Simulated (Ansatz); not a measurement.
# C2H6BF: the cost of one run

Program: Ansatz 0.2.0. Level of theory: RKS PBE-D4/def2-SVP. These are calculated values, not measurements.

## 1. The system as given

Bond lengths: B1–F2 1.320 Å, B1–C3 1.600 Å, C3–H4 1.110 Å, C3–H5 1.110 Å, C3–H6 1.110 Å, B1–C7 1.600 Å, C7–H8 1.110 Å, C7–H9 1.110 Å, C7–H10 1.110 Å. Angles (14 of 15 angles, heavy atoms first): F2–B1–C3 120.0°, F2–B1–C7 120.0°, C3–B1–C7 120.0°, B1–C3–H4 109.5°, B1–C3–H5 109.5°, B1–C3–H6 109.5°, B1–C7–H8 109.5°, B1–C7–H9 109.5°, B1–C7–H10 109.5°, H4–C3–H5 109.4°, H4–C3–H6 109.4°, H5–C3–H6 109.4°, H8–C7–H9 109.4°, H8–C7–H10 109.4°.

As a file:

```xyz
10

B     0.0000    0.0000    0.0000
F     0.0000    0.0000    1.3200
C     1.3856    0.0000   -0.8000
H     1.7152   -1.0462   -0.9702
H     1.2491    0.5080   -1.7774
H     2.1552    0.5381   -0.2082
C    -1.3856    0.0000   -0.8000
H    -1.9458   -0.9305   -0.5708
H    -1.9898    0.8797   -0.4946
H    -1.1839    0.0508   -1.8903
```

## 2. Preparing the start

The input, input.yaml:

```yaml
crystal:
  periodic: [false, false, false]
  atoms:
    - { symbol: B, position_ang: [0.0, 0.0, 0.0] }
    - { symbol: F, position_ang: [0.0, 0.0, 1.32] }
    - { symbol: C, position_ang: [1.3856, 0.0, -0.8] }
    - { symbol: H, position_ang: [1.7152, -1.0462, -0.9702] }
    - { symbol: H, position_ang: [1.2491, 0.508, -1.7774] }
    - { symbol: H, position_ang: [2.1552, 0.5381, -0.2082] }
    - { symbol: C, position_ang: [-1.3856, 0.0, -0.8] }
    - { symbol: H, position_ang: [-1.9458, -0.9305, -0.5708] }
    - { symbol: H, position_ang: [-1.9898, 0.8797, -0.4946] }
    - { symbol: H, position_ang: [-1.1839, 0.0508, -1.8903] }
basis:
  gaussian: { orbitals: def2-SVP }
hamiltonian:
  xc: pbe
  dispersion: d4
relax:
  f_tol: 0.02
  max_steps: 40
```

Launch:

```
$ ansatz run input.yaml --threads 1 --pin off --max-ram 2048MiB --backend cpu --events-out ev --progress --plain --runs-dir out
```

What time and memory should one allow on 1 thread of Intel Xeon 6975P-C (Granite Rapids), shared host?

About 25 s, with a peak of 0.14 GiB.
